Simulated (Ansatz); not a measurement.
# C₂H₇BGeO: one species, many methods

The task here is to estimate one member of a computed series from the others.

Computed with Ansatz 0.2.0, Gaussian basis. Level: functionals in def2-TZVPP, the program's frozen cores in correlated methods.

The runs, in order: LDA (SPW92), PBE-D4, revPBE-D4, BLYP-D4, r2SCAN-D4, B97M-V, PBE0-D4, B3LYP-D4, r2SCANh-D4, r2SCAN0-D4, HSE06-D4, BHLYP-D4, CAM-B3LYP-D4, LC-ωPBE, ωB97X-V, ωB97M-V, B2PLYP, PBE-QIDH; CCSD(T)/def2-SVP; CCSD(T)/def2-TZVPP; MP2/def2-QZVPP; extrapolation to the limit; RPA on PBE.

## The relaxed structure

An earlier PBE0-D4 in a triple-zeta def2 set relaxation fixed the geometry.

SMILES `B[CH]1C[O][GeH2]1`, 12 atoms, charge 0, spin multiplicity 1.

Atoms are counted from 1 here; the program's logs count them from 0.

Bond lengths: B1–C2 1.508 Å, B1–H6 1.199 Å, B1–H7 1.200 Å, C2–C3 1.536 Å, C2–Ge5 2.024 Å, C2–H8 1.091 Å, C3–O4 1.441 Å, C3–H9 1.095 Å, C3–H10 1.094 Å, O4–Ge5 1.795 Å, Ge5–H11 1.538 Å, Ge5–H12 1.537 Å. Angles: C2–B1–H6 120.2°, C2–B1–H7 120.2°, H6–B1–H7 119.3°, B1–C2–C3 123.4°, B1–C2–Ge5 97.2°, B1–C2–H8 118.7°, C3–C2–Ge5 83.3°, C3–C2–H8 115.1°, Ge5–C2–H8 106.4°, C2–C3–O4 105.5°, C2–C3–H9 111.7°, C2–C3–H10 112.0°, O4–C3–H9 109.3°, O4–C3–H10 109.6°, H9–C3–H10 108.7°, C3–O4–Ge5 94.7°, C2–Ge5–O4 76.4°, C2–Ge5–H11 115.6° and more.

The first run:

Contents of in.yaml:

```yaml
crystal:
  periodic: [false, false, false]
  atoms:
    - {symbol: B, position_ang: [-1.430850, 0.698652, -0.363934]}
    - {symbol: C, position_ang: [-0.373643, 0.252772, 0.615078]}
    - {symbol: C, position_ang: [1.087273, 0.722969, 0.554038]}
    - {symbol: O, position_ang: [1.796240, -0.316708, -0.148406]}
    - {symbol: Ge, position_ang: [0.332486, -1.305652, -0.466397]}
    - {symbol: H, position_ang: [-2.554160, 0.290695, -0.265265]}
    - {symbol: H, position_ang: [-1.131358, 1.373496, -1.310308]}
    - {symbol: H, position_ang: [-0.688258, -0.156806, 1.575704]}
    - {symbol: H, position_ang: [1.186439, 1.663941, 0.003773]}
    - {symbol: H, position_ang: [1.518829, 0.852193, 1.551355]}
    - {symbol: H, position_ang: [0.325346, -2.667307, 0.248974]}
    - {symbol: H, position_ang: [0.008457, -1.463342, -1.960712]}
basis:
  gaussian: {orbitals: def2-TZVPP}
hamiltonian: {xc: lda}
output: {orbitals: {seedname: orbitals}}
```

Steps of the session up to this table: LDA; PBE-D4 (GGA); revPBE-D4 (GGA); BLYP-D4 (GGA); r2SCAN-D4 (meta-GGA); B97M-V (meta-GGA); PBE0-D4 (hybrid); B3LYP-D4 (hybrid); r2SCANh-D4 (hybrid); r2SCAN0-D4 (hybrid); HSE06-D4 (hybrid); BHLYP-D4 (hybrid); CAM-B3LYP-D4 (range-separated); LC-ωPBE (range-separated); ωB97X-V (range-separated); ωB97M-V (range-separated); B2PLYP (double hybrid); PBE-QIDH (double hybrid).

One table of the session follows, with a row left open; its other results are not shown here.

It belongs to the step «Frontier levels by functional». 

| functional | HOMO (eV) | gap (eV) |
| --- | --- | --- |
| LDA (SPW92) | -6.36 | 4.12 |
| PBE-D4 | -6.25 | 4.29 |
| revPBE-D4 | -6.20 | 4.35 |
| BLYP-D4 | -6.15 | 4.33 |
| r2SCAN-D4 | ? | ? |
| B97M-V | -6.71 | 4.99 |
| PBE0-D4 | -7.75 | 6.72 |
| B3LYP-D4 | -7.51 | 6.27 |
| r2SCANh-D4 | -7.11 | 5.81 |
| r2SCAN0-D4 | -7.95 | 7.13 |
| HSE06-D4 | -7.34 | 5.94 |
| BHLYP-D4 | -9.12 | 9.08 |
| CAM-B3LYP-D4 | -9.15 | 9.18 |
| LC-ωPBE | -10.45 | 11.64 |
| ωB97X-V | -10.15 | 11.24 |
| ωB97M-V | -10.08 | 10.92 |

Estimate the missing values for r2SCAN-D4.

Worked estimate for «HOMO (eV)». Against the share of exact exchange, r2SCANh-D4 (0.1, -7.11), r2SCAN0-D4 (0.25, -7.95) give a slope of -5.60 per unit share; at 0 the line stands at -6.55.

The run gave: HOMO (eV): -6.54; gap (eV): 4.92. In «HOMO (eV)» the line misses by -0.01.
